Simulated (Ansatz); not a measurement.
**H4O2SSi: small, medium and large basis sets**

Aim: see how fast density functionals converge with the basis set for H4O2SSi.

Program: Ansatz 0.2.0, Gaussian basis. Level of theory: one geometry, several basis sets. These are calculated values, not measurements.

The runs, in order: PBE0-D4/def2-SVP; ωB97M-V/def2-SVP; PBE0-D4/def2-QZVPP; ωB97M-V/def2-QZVPP; the functionals' def2-TZVPP values are taken from earlier runs.

## 1. The geometry

All runs share one geometry, relaxed beforehand with PBE0-D4 in a triple-zeta def2 set.

8 atoms, charge 0, spin multiplicity 1.

Atoms are counted from 1 here; the program's logs count them from 0.

Bond lengths: O1–Si2 1.641 Å, O1–H5 0.959 Å, Si2–O3 1.629 Å, Si2–S4 2.137 Å, Si2–H6 1.476 Å, O3–H7 0.959 Å, S4–H8 1.345 Å. Angles: Si2–O1–H5 116.5°, O1–Si2–O3 106.1°, O1–Si2–S4 110.0°, O1–Si2–H6 114.4°, O3–Si2–S4 115.3°, O3–Si2–H6 107.0°, S4–Si2–H6 104.3°, Si2–O3–H7 117.6°, Si2–S4–H8 94.4°.

Coordinates:

```mol
H4O2SSi
  3D, bonds by distance, orders not assigned

  8  7  0  0  0  0  0  0  0  0999 V2000
   -0.6498    1.0548   -0.7853 O   0  0
    0.2682    0.3034    0.3490 Si  0  0
    1.6702   -0.0830   -0.3860 O   0  0
   -0.8077   -1.3429    1.1848 S   0  0
   -1.5912    1.1018   -0.6104 H   0  0
    0.6088    1.1442    1.5132 H   0  0
    1.6356   -0.3082   -1.3173 H   0  0
   -1.0417   -1.9273   -0.0036 H   0  0
  1  2  8  0
  2  3  8  0
  2  4  8  0
  1  5  8  0
  2  6  8  0
  3  7  8  0
  4  8  8  0
M  END
```

## 2. PBE0-D4 in def2-SVP

in.yaml reads:

```yaml
crystal:
  periodic: [false, false, false]
  atoms:
    - {symbol: O, position_ang: [-0.649801, 1.054808, -0.785309]}
    - {symbol: Si, position_ang: [0.268249, 0.303393, 0.349024]}
    - {symbol: O, position_ang: [1.670166, -0.083003, -0.386045]}
    - {symbol: S, position_ang: [-0.807746, -1.342900, 1.184753]}
    - {symbol: H, position_ang: [-1.591248, 1.101813, -0.610442]}
    - {symbol: H, position_ang: [0.608759, 1.144187, 1.513201]}
    - {symbol: H, position_ang: [1.635566, -0.308219, -1.317319]}
    - {symbol: H, position_ang: [-1.041747, -1.927276, -0.003562]}
basis:
  gaussian: {orbitals: def2-SVP}
hamiltonian: {xc: pbe0, dispersion: d4}
output: {orbitals: {seedname: orbitals}}
```

Started as:

```console
ansatz run in.yaml --threads 2 --pin off --events-out ev --progress --plain --max-ram 4352MiB
```

After this run come: ωB97M-V in def2-SVP; PBE0-D4 in def2-QZVPP; ωB97M-V in def2-QZVPP.

Before running them: what should the planned runs give, taken together? Wanted: PBE0-D4: double and triple zeta above quadruple; ωB97M-V: double and triple zeta above quadruple.

As calculated:

| quantity | value |
| --- | --- |
| PBE0-D4: double and triple zeta above quadruple | 13.02, 0.86 eV |
| ωB97M-V: double and triple zeta above quadruple | 13.07, 0.82 eV |

What this shows: For PBE0-D4 the step from double to triple zeta gains 12.16 eV and the next only 0.86 eV. Total energies overstate the basis error of differences, where much of it tends to cancel. The LUMO of ωB97M-V is positive and keeps falling with the basis (2.81 to 1.37 eV): an unbound level that the basis holds in place.
